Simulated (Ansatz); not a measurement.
# Ca: how settings move the results

Aim, for Ca: sweep the k-point mesh on the displaced cell.

Program: Ansatz 0.2.0. Level of theory: DFT PBEsol, scalar-relativistic, plane waves, PAW. These are calculated values, not measurements.

## 1. The structure to begin with

It takes space group Cmcm (No. 63, orthorhombic). The conventional cell has a = 3.943 Å, b = 6.791 Å, c = 6.509 Å, α = 90.00°, β = 90.00°, γ = 90.00°. Around Ca (site symmetry m2m) lie 12 Ca at 3.93 to 3.98 Å.

Coordinates:

```
Ca
1.0
     1.97128   -3.39549    0.00000
     1.97128    3.39549    0.00000
     0.00000    0.00000    6.50911
Ca
2
Cartesian
  1.9713 -2.2790 1.6273
  1.9713 2.2790 4.8818
```

The structure comes from the Materials Project (structure only); it is used as listed.

## 2. The base input

input.yaml reads:

```yaml
crystal:
  lattice:
    - [1.971275995, -3.39549018, 0.0]
    - [1.971275995, 3.39549018, 0.0]
    - [0.0, 0.0, 6.50911174]
  atoms:
    - { symbol: Ca, position: [0.8355866, 0.1644134, 0.25] }
    - { symbol: Ca, position: [0.1644134, 0.8355866, 0.75] }
basis:
  ecutwfc: 420
kpoints:
  mp_grid: { grid: [12, 12, 8] }
hamiltonian:
  xc: pbesol
scf:
  occupations: { method: gaussian, width: 0.1 }
output:
  forces: true
  stress: true
  eigenvalues: true
  populations: true
```

Its results, from an earlier run: -1793.7185 eV/atom at zero smearing, pressure -1.08 GPa, largest force 0.016 eV/Å, no gap on the mesh, in 6 SCF cycles and 3.4 s.

The runs on the displaced cell use a copy made earlier, with the atoms moved and the axes strained (about 1 %) at random, so that forces and shear stress do not vanish.

## 3. K-point mesh on the displaced cell: 1×1×1

input.yaml reads:

```yaml
crystal:
  lattice:
    - [1.9878187586, -3.4190848339, -0.0145372383]
    - [1.9343703722, 3.3880549926, 0.0336219715]
    - [0.0315086931, 0.0461602981, 6.4572989861]
  atoms:
    - { symbol: Ca, position: [0.8297857549, 0.1571558904, 0.2517191276] }
    - { symbol: Ca, position: [0.1718631564, 0.8350194344, 0.7524883686] }
basis:
  ecutwfc: 420
kpoints:
  mp_grid: { grid: [1, 1, 1] }
hamiltonian:
  xc: pbesol
scf:
  occupations: { method: gaussian, width: 0.1 }
output:
  forces: true
  stress: true
  eigenvalues: true
```

The session goes on with these runs: K-point mesh on the displaced cell set to 2×2×1; K-point mesh on the displaced cell: 4×4×2; K-point mesh on the displaced cell: 6×6×4.

What results come out of these runs, taken together?

As calculated:

| quantity | value |
| --- | --- |
| k-point mesh on the displaced cell: within 10 and 1 meV/atom of 8×8×6 from | none of the others for 10; none of the others for 1 |

What this shows: The last step in the k-point mesh on the displaced cell still changes the energy by 16.1 meV/atom: the series is not settled to 1 meV/atom. The gaps on the coarsest meshes are artefacts of sampling: the crystal is a metal on the dense ones. The error changes sign along the series, since a k mesh isn't variational, and a metal needs dense meshes to resolve its Fermi surface.
